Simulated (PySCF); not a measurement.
# SnEt(NHMe)3: geometry, NMR shifts and electronic excitations

Wanted: the NMR shifts and electronic excitations of SnEt(NHMe)3 (`C[CH2][Sn]([NH]C)([NH]C)[NH]C`), by calculation.

Programs: PySCF 2.14.0, with density-fitted response routines of our own. Each step states its level of theory. These are calculated values for one molecule in the gas phase, unless marked as measured. Atoms count from 0, in the outputs and in this text.

**1. The molecule as given**

26 atoms, charge 0, multiplicity 1; geometry from: GFN2-xTB. The atoms were then displaced at random by about 0.03 Å, so the start is not that level's minimum.

Bonds of the start (Å): Sn0–C1 2.22, Sn0–N8 1.99, Sn0–N14 2.16, Sn0–N20 2.08, C1–C2 1.49, C1–H3 1.13, C1–H4 1.07, C2–H5 1.11, C2–H6 1.17, C2–H7 1.06, N8–C9 1.46, N8–H10 0.98, C9–H11 1.10, C9–H12 1.09, C9–H13 1.07, N14–C15 1.46, N14–H16 1.04, C15–H17 1.13, C15–H18 1.09, C15–H19 1.08, N20–C21 1.46, N20–H22 0.93, C21–H23 1.15, C21–H24 1.10, C21–H25 1.00.

**2. Relaxing the molecule at PBE0-D3(BJ)/def2-SVP**

Job settings and geometry (Å):

```
{"job": {"xc": "PBE0", "basis": "def2-SVP", "d3": "d3bj", "grid": 1, "maxiter": 40, "shake": 0.03, "kind": "geom"}, "charge": 0, "multiplicity": 1}
Sn    -0.006270    -0.097960     0.004120
C     -0.088880    -0.053370     2.223890
C      0.567640     1.158980     2.790460
H      0.514200    -0.957360     2.525380
H     -1.117200    -0.097400     2.523130
H      0.573120     1.141430     3.897930
H      1.703110     1.188300     2.521540
H      0.204560     2.105170     2.472620
N      1.710610     0.018690    -0.987180
C      2.695710    -1.042850    -0.783560
H      2.138450     0.900000    -0.936070
H      3.241050    -0.947270     0.165650
H      2.127900    -1.973200    -0.880800
H      3.398620    -0.985160    -1.589550
N     -0.864260     1.762810    -0.686910
C     -2.232490     2.198170    -0.415260
H     -0.651850     1.937660    -1.684780
H     -2.985520     1.603170    -1.008910
H     -2.462160     1.985210     0.623560
H     -2.439070     3.236110    -0.652900
N     -0.893660    -1.860940    -0.646980
C     -0.869890    -2.271940    -2.051830
H     -1.733330    -2.006170    -0.269850
H     -1.709110    -1.701530    -2.597410
H      0.105420    -1.986560    -2.472930
H     -1.068120    -3.248060    -2.113410
```

Command:

```console
OMP_NUM_THREADS=1 python probes_run.py task.json out
```

This one command runs all jobs of the session in turn.

The log of the run:

```text
step   0  E = -578.57452747  max force = 0.116505
step   1  E = -578.61226169  max force = 0.014035
step   2  E = -578.61478308  max force = 0.005796
step   3  E = -578.61532698  max force = 0.002364
step   4  E = -578.61550634  max force = 0.001676
step   5  E = -578.61570545  max force = 0.001729
step   6  E = -578.61577504  max force = 0.001427
step   7  E = -578.61583138  max force = 0.000943
step   8  E = -578.61585599  max force = 0.000565
step   9  E = -578.61587402  max force = 0.000761
step  10  E = -578.61588513  max force = 0.000625
step  11  E = -578.61589242  max force = 0.000454
step  12  E = -578.61589739  max force = 0.000546
step  13  E = -578.61590141  max force = 0.000536
step  14  E = -578.61590452  max force = 0.000521
step  15  E = -578.61590654  max force = 0.000260
optimisation converged
```

Wall time 9.5 min (1 thread of Arm Neoverse V1, shared host); peak memory 1.1 GiB.

The steps of the relaxation:

```tsv
step	energy from step 0 (eV)	largest force component (eV/Å)
0	0.0000	5.9909
1	-1.0268	0.7217
2	-1.0954	0.2980
3	-1.1102	0.1216
4	-1.1151	0.0862
5	-1.1205	0.0889
6	-1.1224	0.0734
7	-1.1239	0.0485
8	-1.1246	0.0291
9	-1.1251	0.0391
10	-1.1254	0.0321
11	-1.1256	0.0233
12	-1.1257	0.0281
13	-1.1258	0.0276
14	-1.1259	0.0268
15	-1.1260	0.0134
```

Distances of close pairs at the start and the end, largest changes first:

```tsv
bond	before (Å)	after (Å)	change (Å)
Sn0–N14	2.162	2.041	-0.121
C21–H25	0.998	1.105	+0.107
N20–H22	0.932	1.016	+0.084
Sn0–C1	2.222	2.154	-0.068
C2–H6	1.167	1.102	-0.066
Sn0–N8	1.986	2.030	+0.044
C21–H23	1.152	1.110	-0.042
C2–H7	1.062	1.101	+0.039
```

The next job starts from the end point, and lists it.

```tsv
at the end point	value
point group (found at 0.08 Å tolerance)	C1
rotational constants (GHz, main isotopes)	1.160, 0.894, 0.695
dipole moment (D)	1.12
```

**3. Nuclear shieldings: PBE0/def2-TZVP+pcSseg-1**

Job settings and geometry (Å):

```
{"job": {"kind": "nmr", "xc": "PBE0", "basis": {"default": "pcSseg-1", "Sn": "def2-TZVP"}}, "charge": 0, "multiplicity": 1}
Sn    -0.039503    -0.061154    -0.009946
C     -0.204045     0.042659     2.135424
C      0.495467     1.267953     2.707249
H      0.217479    -0.892221     2.537118
H     -1.277133     0.037380     2.387195
H      0.404788     1.314476     3.805076
H      1.570924     1.267147     2.468165
H      0.077738     2.201960     2.299892
N      1.790462    -0.032811    -0.887086
C      2.710679    -1.135984    -0.745799
H      2.247018     0.873933    -0.885729
H      3.320469    -1.124629     0.181619
H      2.150246    -2.084727    -0.749324
H      3.416330    -1.182706    -1.595749
N     -0.847373     1.654765    -0.764350
C     -2.138129     2.137322    -0.338201
H     -0.699098     1.771938    -1.762689
H     -3.013103     1.622474    -0.787645
H     -2.240090     2.033224     0.755521
H     -2.255737     3.215514    -0.552514
N     -0.745755    -1.863210    -0.652653
C     -0.882882    -2.137561    -2.064347
H     -1.504447    -2.253930    -0.101913
H     -1.788721    -1.710176    -2.542474
H     -0.012666    -1.730759    -2.604775
H     -0.894338    -3.224946    -2.262115
```

Method: GIAO PBE0/pcSseg-1 Sn:def2-TZVP NMR shielding, scalar relativity only through core potentials, gas phase.

The log of the run:

```text
coarse grid: 91312 points
cycle   1  E = -576.8762086360  dE = -3.456e+01  |g| = 3.042e+00  |ddm| = 3.148e+01
cycle   2  E = -546.9283048196  dE =  2.995e+01  |g| = 1.086e+01  |ddm| = 2.878e+01
cycle   3  E = -578.8057023554  dE = -3.188e+01  |g| = 3.790e-01  |ddm| = 2.764e+01
cycle   4  E = -578.8262847457  dE = -2.058e-02  |g| = 2.085e-01  |ddm| = 5.033e-01
cycle   5  E = -578.8351485572  dE = -8.864e-03  |g| = 7.115e-02  |ddm| = 2.085e-01
cycle   6  E = -578.8361218361  dE = -9.733e-04  |g| = 2.698e-02  |ddm| = 7.398e-02
cycle   7  E = -578.8362684810  dE = -1.466e-04  |g| = 9.434e-03  |ddm| = 3.531e-02
cycle   8  E = -578.8362882778  dE = -1.980e-05  |g| = 1.396e-03  |ddm| = 8.275e-03
cycle   9  E = -578.8362886735  dE = -3.957e-07  |g| = 7.598e-04  |ddm| = 2.331e-03
final grid: 194384 points
cycle  10  E = -578.8363767059  dE =  1.017e-07  |g| = 1.294e-03  |ddm| = 3.113e-03
cycle  11  E = -578.8363760300  dE =  6.759e-07  |g| = 2.179e-03  |ddm| = 2.953e-03
cycle  12  E = -578.8363770755  dE = -1.045e-06  |g| = 7.441e-05  |ddm| = 1.851e-03
cycle  13  E = -578.8363770767  dE = -1.241e-09  |g| = 1.857e-05  |ddm| = 7.994e-05
cycle  14  E = -578.8363770768  dE = -7.071e-11  |g| = 7.764e-06  |ddm| = 2.272e-05
converged SCF energy = -578.8363770768

GIAO shielding tensors (ppm)
atom      isotropic    diamagn.    paramagn.     s11        s22        s33       span
  0 Sn         nan         nan         nan        nan        nan        nan        nan
  1 C      179.869     254.430     -74.561    165.459    175.742    198.405     32.946
  2 C      173.433     246.129     -72.696    165.305    168.313    186.682     21.377
  3 H       30.508      32.890      -2.382     24.562     29.661     37.302     12.741
  4 H       30.317      33.010      -2.693     24.950     29.013     36.989     12.038
  5 H       29.972      26.817       3.155     24.417     26.679     38.821     14.404
  6 H       30.156      30.770      -0.614     24.476     29.556     36.437     11.961
  7 H       30.042      30.658      -0.616     24.179     29.949     36.000     11.821
  8 N      257.030     325.917     -68.888    204.545    270.986    295.557     91.012
  9 C      151.256     242.005     -90.749    124.908    142.076    186.782     61.874
 10 H       31.869      35.750      -3.880     21.703     30.780     43.124     21.422
 11 H       28.497      28.814      -0.317     22.285     26.289     36.916     14.631
 12 H       28.353      30.222      -1.869     22.817     27.577     34.665     11.848
 13 H       28.512      26.985       1.526     23.001     25.501     37.033     14.031
 14 N      245.189     326.776     -81.587    205.414    259.266    270.887     65.473
 15 C      150.477     241.891     -91.414    125.579    140.101    185.751     60.171
 16 H       31.489      35.712      -4.223     21.655     30.617     42.196     20.541
 17 H       28.349      28.890      -0.541     22.319     26.056     36.672     14.353
 18 H       28.835      30.933      -2.099     23.332     28.031     35.141     11.809
 19 H       28.380      27.077       1.303     23.052     25.244     36.843     13.791
 20 N      243.053     326.532     -83.479    206.834    252.126    270.198     63.364
 21 C      151.194     242.200     -91.007    125.739    141.559    186.284     60.545
 22 H       31.655      35.570      -3.916     21.783     30.813     42.368     20.585
 23 H       28.433      28.955      -0.522     22.397     26.206     36.694     14.297
 24 H       28.419      30.408      -1.989     23.131     27.390     34.735     11.604
 25 H       28.522      26.902       1.620     23.122     25.527     36.917     13.794
```

Wall time 95 s (1 thread of Arm Neoverse V1, shared host); peak memory 1.5 GiB.

The references, computed at this level on geometries of the same kind, shield at (ppm): 1H TMS 31.27, 13C TMS 184.4, 15N NH3 265.7. Their shielding less the atom's gives the shift. The references are single molecules in the gas phase, so shifts against H2O, NH3, PH3, H3PO4 or CFCl3 are not on the usual liquid scales and can be off by tens of ppm. Atoms listed in one row are averaged.

```tsv
atoms	environment	σ (ppm)	δ (ppm)
C9, C15, C21	carbon bonded to N, 3 H	151.0	33.4
C2	carbon bonded to C, 3 H	173.4	11.0
C1	carbon bonded to C, Sn, 2 H	179.9	4.5
H11, H12, H13, H17, H18 and 4 more	hydrogen on a carbon bonded to N	28.48	2.79
H5, H6, H7	hydrogen on a carbon bonded to C	30.06	1.21
H3, H4	hydrogen on a carbon bonded to C, Sn	30.41	0.85
H10, H16, H22	hydrogen on a nitrogen bonded to C, Sn	31.67	-0.40
N8, N14, N20	nitrogen bonded to C, Sn, H	248.4	17.2
```

Atoms past Kr carry core potentials, so their printed shieldings have no meaning and are left out of the table.

The run also stored atomic charges by several schemes (e):

```tsv
atoms	Mulliken	ESP fit
Sn0	0.99	0.76
C1	-0.51	0.05
C2	-0.28	-0.23
N8, N14, N20	-0.72	-0.76
C9, C15, C21	-0.10	0.20
```

Mayer bond orders: Sn0–C1 0.93, Sn0–N8 0.97, Sn0–N14 0.93, Sn0–N20 0.93, C1–C2 1.04, N8–C9 0.98, N14–C15 0.99, N20–C21 0.98.

With diffuse functions Mulliken charges and Mayer bond orders lose their meaning; the other schemes are steadier.

The fields below are evaluated on a grid from the run's orbitals.

Frontier orbitals at PBE0/def2-TZVP+pcSseg-1, with the share of their density that lies nearest to each atom:

```tsv
orbital	energy (eV)	lies on
HOMO	-5.92	N14, N20 about 35 % each
LUMO	0.27	Sn0 17 %; C1 9 %; H4, H22 about 7 % each
```

ELF in a plane through or near 7 of the atoms.

Ten even steps from '0' (0.00) to '9' (1.00):
```
0000000000000000000000000000
0000000000000000000000000000
0000000000000000000000000000
0000000001000001798500000000
0000000289960005999710000000
0000011599970000698520000000
0000013589820000147996000000
0000038855201123127998200000
0000189983132122301685000000
0000069830223773100000000000
0000000000013774100166100000
0000005861022121202899500000
0000049998214321004899300000
0000028997421100015652000000
0000001348981000079970000000
0000000069998000079981000000
0000000059995000001200000000
0000000001210000000000000000
0000000000000000000000000000
0000000000000000000000000000
```
The map spans 12.1 Å across and 11.4 Å up, centred on the molecule. Atoms in the plane (x, y in Å): Sn0 (0.0, 0.0), H6 (-2.0, 2.5), H7 (-3.0, 1.0), H12 (2.6, 1.6), H17 (-1.6, -3.1), H18 (-2.6, -1.7), H24 (2.9, -1.2).

On the surface of density 0.002 e/bohr³ the electrostatic potential runs, from the 1st to the 99th percentile, from -1.42 V near N14 to 1.09 V near H22.

**4. Excited states and response: CAM-B3LYP/def2-SVPD**

Same as in step 3 but for these lines:

```diff
@@ -1,2 +1,2 @@
-{"job": {"kind": "nmr", "xc": "PBE0", "basis": {"default": "pcSseg-1", "Sn": "def2-TZVP"}}, "charge": 0, "multiplicity": 1}
+{"job": {"kind": "uv", "xc": "CAM-B3LYP", "basis": "def2-SVPD", "ip": false, "nstates": 10}, "charge": 0, "multiplicity": 1}
 Sn    -0.039503    -0.061154    -0.009946
```

Method: TDDFT CAM-B3LYP/def2-SVPD, vertical, gas phase, core orbitals frozen in the response.

The log of the run:

```text
coarse grid: 91312 points
cycle   1  E = -576.5682304366  dE = -2.130e+01  |g| = 3.113e+00  |ddm| = 2.330e+01
cycle   2  E = -533.8647407770  dE =  4.270e+01  |g| = 1.138e+01  |ddm| = 3.560e+02
cycle   3  E = -578.7924439156  dE = -4.493e+01  |g| = 4.322e-01  |ddm| = 3.572e+02
cycle   4  E = -578.8323201500  dE = -3.988e-02  |g| = 1.998e-01  |ddm| = 2.521e+00
cycle   5  E = -578.8405829481  dE = -8.263e-03  |g| = 5.927e-02  |ddm| = 5.176e-01
cycle   6  E = -578.8413268173  dE = -7.439e-04  |g| = 2.438e-02  |ddm| = 1.297e-01
cycle   7  E = -578.8414763250  dE = -1.495e-04  |g| = 6.909e-03  |ddm| = 5.595e-02
cycle   8  E = -578.8414915842  dE = -1.526e-05  |g| = 2.135e-03  |ddm| = 1.743e-02
cycle   9  E = -578.8414939304  dE = -2.346e-06  |g| = 7.342e-04  |ddm| = 9.142e-03
final grid: 194384 points
cycle  10  E = -578.8415284001  dE = -7.746e-08  |g| = 9.475e-04  |ddm| = 1.175e-02
cycle  11  E = -578.8415282297  dE =  1.704e-07  |g| = 1.310e-03  |ddm| = 3.986e-03
cycle  12  E = -578.8415286134  dE = -3.837e-07  |g| = 6.028e-05  |ddm| = 2.303e-03
cycle  13  E = -578.8415286148  dE = -1.316e-09  |g| = 3.143e-05  |ddm| = 1.899e-04
cycle  14  E = -578.8415286153  dE = -5.136e-10  |g| = 1.068e-05  |ddm| = 1.734e-04
converged SCF energy = -578.8415286153

Static polarisability (au): isotropic 126.136, principal 111.930 126.612 139.867

Singlet excitations
state   eV       nm        f      main configurations
  1   5.1493    240.8   0.04605   H->L 0.80
  2   5.3082    233.6   0.03525   H-1->L 0.67, H-1->L+1 0.09
  3   5.6561    219.2   0.00945   H-2->L 0.52, H->L+3 0.14, H-1->L+1 0.12
  4   6.2406    198.7   0.00516   H->L+1 0.47, H->L+4 0.14, H->L+2 0.14
  5   6.3555    195.1   0.03768   H-1->L+1 0.26, H->L+2 0.18, H->L+3 0.17
  6   6.3836    194.2   0.01227   H->L+2 0.35, H-1->L+1 0.16, H-1->L+4 0.09
  7   6.5268    190.0   0.00083   H-1->L+4 0.27, H-1->L+3 0.22, H-1->L+2 0.20
  8   6.6103    187.6   0.01214   H->L+3 0.24, H-2->L 0.13, H-1->L+3 0.12
  9   6.6874    185.4   0.05084   H->L+4 0.24, H-1->L+2 0.14, H->L+1 0.09
 10   6.7653    183.3   0.03465   H->L+4 0.15, H-1->L+2 0.15, H-1->L+4 0.11

Triplet excitations (Tamm-Dancoff, eV): 4.6792 4.8828 5.2607 6.0691
```

Run time: 3.6 min. Hardware: 1 thread of Arm Neoverse V1, shared host; peak memory 2 GiB.

Frontier orbitals and where they lie:

```tsv
orbital	eV	atoms
HOMO−3	-9.32	C1 25 %, Sn0 16 %, C2 10 %
HOMO−2	-8.20	N14 27 %, N20 27 %, Sn0 7 %
HOMO−1	-7.53	N8 52 %, C9 11 %, N14 6 %
HOMO	-7.42	N20 36 %, N14 31 %, C21 7 %
LUMO	0.71	Sn0 31 %, C1 7 %, C15 6 %
LUMO+1	1.43	Sn0 12 %, C2 12 %, H6 8 %
LUMO+2	1.67	Sn0 10 %, C1 10 %, H4 9 %
```

With each of the 10 states as a Gaussian band of 0.4 eV half-width at 1/e, the curve within the window shown has maxima at 236 nm (ε 3,300), 187 nm (ε 5,200) L/(mol cm). Beyond the last state computed it falls off for lack of states. The curve at chosen wavelengths:

```csv
nm,ε (L/mol/cm)
175,1878
179,3380
183,4656
187,5180
191,4874
194,4259
198,3225
202,2243
206,1529
210,1176
214,1179
218,1471
222,1952
225,2362
229,2863
233,3197
237,3285
241,3113
245,2736
249,2241
253,1721
256,1357
260,943
264,622
268,392
272,237
```

Leading natural transition orbitals of singlet state 9: the hole lies on N14 52 %; N20 16 %; H16, H17 about 7 % each; the particle on H16, H18 about 13 % each; H4, H6, H7 about 9 % each; H5 7 %.

Leading natural transition orbitals of singlet state 1: the hole lies on N14, N20 about 35 % each; the particle on H22 15 %; Sn0 10 %; H16, H17 about 9 % each.

Further results of this job:

```tsv
property	computed
dipole moment (D)	1.21
polarisability (Å³)	18.69
HOMO–LUMO gap (eV)	8.13
−ε(HOMO) (eV)	7.42
```

**5. Nuclear shieldings: B3LYP/def2-TZVP+pcSseg-1**

Same as in step 4 but for these lines:

```diff
@@ -1,2 +1,2 @@
-{"job": {"kind": "uv", "xc": "CAM-B3LYP", "basis": "def2-SVPD", "ip": false, "nstates": 10}, "charge": 0, "multiplicity": 1}
+{"job": {"kind": "nmr", "xc": "B3LYP", "basis": {"default": "pcSseg-1", "Sn": "def2-TZVP"}, "pop": false}, "charge": 0, "multiplicity": 1}
 Sn    -0.039503    -0.061154    -0.009946
```

Method: GIAO B3LYP/pcSseg-1 Sn:def2-TZVP NMR shielding, scalar relativity only through core potentials, gas phase.

The log of the run:

```text
coarse grid: 91312 points
cycle   1  E = -577.3093455467  dE = -3.443e+01  |g| = 3.107e+00  |ddm| = 3.138e+01
cycle   2  E = -533.5027543025  dE =  4.381e+01  |g| = 1.128e+01  |ddm| = 3.185e+01
cycle   3  E = -579.3274591964  dE = -4.582e+01  |g| = 3.437e-01  |ddm| = 3.079e+01
cycle   4  E = -579.3263281407  dE =  1.131e-03  |g| = 3.540e-01  |ddm| = 7.007e-01
cycle   5  E = -579.3545602356  dE = -2.823e-02  |g| = 6.546e-02  |ddm| = 3.245e-01
cycle   6  E = -579.3554088953  dE = -8.487e-04  |g| = 2.621e-02  |ddm| = 7.415e-02
cycle   7  E = -579.3555443319  dE = -1.354e-04  |g| = 9.909e-03  |ddm| = 3.161e-02
cycle   8  E = -579.3555651020  dE = -2.077e-05  |g| = 2.312e-03  |ddm| = 1.046e-02
cycle   9  E = -579.3555660766  dE = -9.746e-07  |g| = 1.045e-03  |ddm| = 2.864e-03
final grid: 194384 points
cycle  10  E = -579.3556220333  dE =  1.173e-07  |g| = 1.570e-03  |ddm| = 3.857e-03
cycle  11  E = -579.3556211475  dE =  8.858e-07  |g| = 2.544e-03  |ddm| = 3.431e-03
cycle  12  E = -579.3556225619  dE = -1.414e-06  |g| = 2.791e-04  |ddm| = 2.198e-03
cycle  13  E = -579.3556225789  dE = -1.699e-08  |g| = 2.147e-05  |ddm| = 2.423e-04
cycle  14  E = -579.3556225790  dE = -9.231e-11  |g| = 8.669e-06  |ddm| = 2.693e-05
converged SCF energy = -579.3556225790

GIAO shielding tensors (ppm)
atom      isotropic    diamagn.    paramagn.     s11        s22        s33       span
  0 Sn         nan         nan         nan        nan        nan        nan        nan
  1 C      173.024     254.761     -81.737    157.582    168.988    192.502     34.920
  2 C      167.451     245.148     -77.697    158.888    162.129    181.338     22.450
  3 H       30.588      33.083      -2.494     24.874     29.903     36.988     12.113
  4 H       30.386      33.213      -2.827     25.250     29.216     36.691     11.441
  5 H       30.054      26.671       3.383     24.686     26.915     38.561     13.875
  6 H       30.243      31.082      -0.838     24.788     29.669     36.273     11.485
  7 H       30.130      30.972      -0.842     24.504     30.029     35.856     11.352
  8 N      249.288     325.820     -76.531    196.035    263.291    288.539     92.503
  9 C      145.140     241.194     -96.054    118.138    135.668    181.613     63.475
 10 H       31.932      35.817      -3.885     22.043     31.114     42.640     20.596
 11 H       28.537      28.984      -0.448     22.446     26.362     36.802     14.356
 12 H       28.427      30.503      -2.076     23.100     27.526     34.655     11.554
 13 H       28.583      26.981       1.602     23.195     25.681     36.872     13.677
 14 N      236.913     326.720     -89.807    196.572    251.509    262.658     66.085
 15 C      144.355     241.070     -96.716    118.821    133.684    180.559     61.738
 16 H       31.542      35.751      -4.209     21.984     30.902     41.740     19.757
 17 H       28.377      29.039      -0.662     22.467     26.118     36.547     14.080
 18 H       28.909      31.245      -2.335     23.615     27.984     35.130     11.515
 19 H       28.444      27.068       1.376     23.246     25.411     36.675     13.429
 20 N      234.830     326.486     -91.656    198.276    242.163    264.050     65.774
 21 C      145.112     241.310     -96.198    119.100    135.155    181.081     61.981
 22 H       31.708      35.588      -3.880     22.123     31.116     41.886     19.763
 23 H       28.470      29.089      -0.620     22.560     26.270     36.580     14.019
 24 H       28.495      30.675      -2.179     23.406     27.351     34.728     11.322
 25 H       28.592      26.866       1.725     23.321     25.702     36.752     13.431
```

Wall time 74 s (1 thread of Arm Neoverse V1, shared host); peak memory 1.5 GiB.

Key values: δ C9 34.4, C2 11.8, C1 6.2, N8 23.2, H11 2.85, H5 1.24 ppm (means over like atoms).

**6. Comparing the runs: NMR shifts**

Shifts (ppm) of some atoms, chosen among heavy atoms and hydrogens apart, means over like atoms, with basis size and wall time:

```tsv
run	C9	C2	C1	H11	H3	H10	N8	functions	time
PBE0/def2-TZVP+pcSseg-1	33.4	11.0	4.5	2.79	0.85	-0.40	17.2	271	95 s
B3LYP/def2-TZVP+pcSseg-1	34.4	11.8	6.2	2.85	0.90	-0.34	23.2	271	74 s
```

**7. Summary of results**

| quantity | value |
| --- | --- |
| point group | C1 |
| rotational constants (main isotopes) | 1.16, 0.89, 0.70 GHz |
| 13C shifts against TMS (PBE0/def2-TZVP+pcSseg-1, means over atoms taken as alike) | 33.4, 11.0, 4.5 ppm |
| 1H shifts against TMS (PBE0/def2-TZVP+pcSseg-1, means over atoms taken as alike) | 2.79, 1.21, 0.85, -0.40 ppm |
| 15N shifts against NH3 (PBE0/def2-TZVP+pcSseg-1, means over atoms taken as alike) | 17.2 ppm |
| surface potential, 1st and 99th percentile | -1.42 V and 1.09 V |
| lowest singlet (CAM-B3LYP/def2-SVPD) | 5.15 eV (241 nm), f = 0.046 |
| brightest single state of those computed | state 9, 6.69 eV, f = 0.051 |
| lowest triplet | 4.68 eV |
| range of the shift of N8 | 17.2 to 23.2 ppm |

What this shows: The start was shaken at random, so part of the energy gained undoes that. Relaxing lowered the energy by 1.126 eV in 15 steps; the close pair that moved most is Sn0–N14, from 2.162 to 2.041 Å. At PBE0/def2-TZVP+pcSseg-1: Shielding is most anisotropic at N8, N14, N20 (span 73 ppm, paramagnetic term -78 ppm). The lowest singlet, at 5.15 eV, is HOMO→LUMO 0.80 and is weak; of the 10 states computed, the strongest absorption comes from state 9 at 6.69 eV (the last state computed is bright too, and its partners may lie past the list). The lowest triplet lies 0.47 eV below the lowest singlet (triplets in Tamm-Dancoff, singlets in full TDDFT). Spin-orbit coupling, left out, mixes singlets and triplets in elements this heavy. In ppm, N8 (with its like atoms) moves most: its shift spreads over 5.9 ppm, from 17.2 (PBE0/def2-TZVP+pcSseg-1) to 23.2 (B3LYP/def2-TZVP+pcSseg-1). Spin-orbit coupling is left out, which matters for shieldings and couplings at and beside the heavy atoms.
